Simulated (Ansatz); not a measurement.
# C7H14: the cost of one run

Method: RKS PBE-D4/def2-SVP; program: Ansatz 0.2.0, Gaussian basis.

Levels to be run: relaxation at PBE-D4/def2-SVP; relaxation at PBE0-D4/def2-TZVP.

1 further run of the same task is left out (set aside as unsound or not needed). Runs told in other sessions of the task aren't counted.

### 1 Where the work starts

SMILES `CC(C)=CC(C)C`, 21 atoms, charge 0, spin multiplicity 1.

Atoms are counted from 1 here; the program's logs count them from 0.

Bond lengths: C1–C2 1.503 Å, C1–H8 1.086 Å, C1–H9 1.091 Å, C1–H10 1.088 Å, C2–C3 1.502 Å, C2–C4 1.327 Å, C3–H11 1.090 Å, C3–H12 1.087 Å, C3–H13 1.090 Å, C4–C5 1.501 Å, C4–H14 1.083 Å, C5–C6 1.530 Å, C5–C7 1.531 Å, C5–H15 1.093 Å, C6–H16 1.088 Å, C6–H17 1.088 Å, C6–H18 1.088 Å, C7–H19 1.088 Å and more. Angles: C2–C1–H8 112.0°, C2–C1–H9 110.1°, C2–C1–H10 110.1°, H8–C1–H9 108.3°, H8–C1–H10 108.4°, H9–C1–H10 107.8°, C1–C2–C3 114.0°, C1–C2–C4 124.7°, C3–C2–C4 121.3°, C2–C3–H11 110.1°, C2–C3–H12 111.4°, C2–C3–H13 110.3°, H11–C3–H12 108.7°, H11–C3–H13 107.7°, H12–C3–H13 108.5°, C2–C4–C5 127.7°, C2–C4–H14 118.6°, C5–C4–H14 113.7° and more.

Coordinates:

```xyz
21

C     1.8114   -0.1289    1.2037
C     0.9852   -0.8701    0.1908
C     1.5565   -2.2001   -0.2093
C    -0.1613   -0.4333   -0.3136
C    -0.8680    0.8555   -0.0070
C    -2.3316    0.5725    0.3365
C    -0.7771    1.7926   -1.2145
H     1.6695    0.9458    1.1376
H     1.5436   -0.4487    2.2116
H     2.8672   -0.3465    1.0553
H     1.7364   -2.8122    0.6740
H     0.8843   -2.7358   -0.8746
H     2.5112   -2.0631   -0.7177
H    -0.6743   -1.0478   -1.0437
H    -0.4038    1.3448    0.8529
H    -2.8495    1.4960    0.5870
H    -2.3979   -0.1032    1.1864
H    -2.8384    0.1125   -0.5094
H     0.2621    2.0222   -1.4394
H    -1.3041    2.7235   -1.0163
H    -1.2214    1.3241   -2.0901
```

The start is a force-field geometry with small random shifts, so a cheaper pass at PBE-D4/def2-SVP comes first.

### 2 Geometry optimisation, PBE-D4/def2-SVP (cheap first pass)

File in.yaml:

```yaml
crystal:
  periodic: [false, false, false]
  atoms:
    - {symbol: C, position_ang: [1.811350, -0.128890, 1.203670]}
    - {symbol: C, position_ang: [0.985240, -0.870110, 0.190820]}
    - {symbol: C, position_ang: [1.556490, -2.200050, -0.209280]}
    - {symbol: C, position_ang: [-0.161330, -0.433260, -0.313620]}
    - {symbol: C, position_ang: [-0.868020, 0.855520, -0.007040]}
    - {symbol: C, position_ang: [-2.331550, 0.572530, 0.336460]}
    - {symbol: C, position_ang: [-0.777070, 1.792550, -1.214510]}
    - {symbol: H, position_ang: [1.669500, 0.945830, 1.137590]}
    - {symbol: H, position_ang: [1.543610, -0.448680, 2.211600]}
    - {symbol: H, position_ang: [2.867170, -0.346530, 1.055260]}
    - {symbol: H, position_ang: [1.736350, -2.812170, 0.674020]}
    - {symbol: H, position_ang: [0.884330, -2.735840, -0.874610]}
    - {symbol: H, position_ang: [2.511160, -2.063150, -0.717730]}
    - {symbol: H, position_ang: [-0.674260, -1.047780, -1.043660]}
    - {symbol: H, position_ang: [-0.403780, 1.344830, 0.852880]}
    - {symbol: H, position_ang: [-2.849450, 1.496010, 0.586960]}
    - {symbol: H, position_ang: [-2.397940, -0.103200, 1.186360]}
    - {symbol: H, position_ang: [-2.838350, 0.112540, -0.509370]}
    - {symbol: H, position_ang: [0.262080, 2.022240, -1.439370]}
    - {symbol: H, position_ang: [-1.304110, 2.723510, -1.016310]}
    - {symbol: H, position_ang: [-1.221420, 1.324110, -2.090120]}
basis:
  gaussian: {orbitals: def2-SVP}
hamiltonian: {xc: pbe, dispersion: d4}
relax: {f_tol: 0.03, max_steps: 200}
```

Launch:

```bash
$ ansatz run in.yaml --threads 2 --pin off --events-out ev --progress --plain --max-ram 32768MiB --backend cpu
```

Q: Estimate wall time and peak memory on 2 threads of AMD EPYC 7R13, shared host.

About 35 s, with a peak of 0.27 GiB.
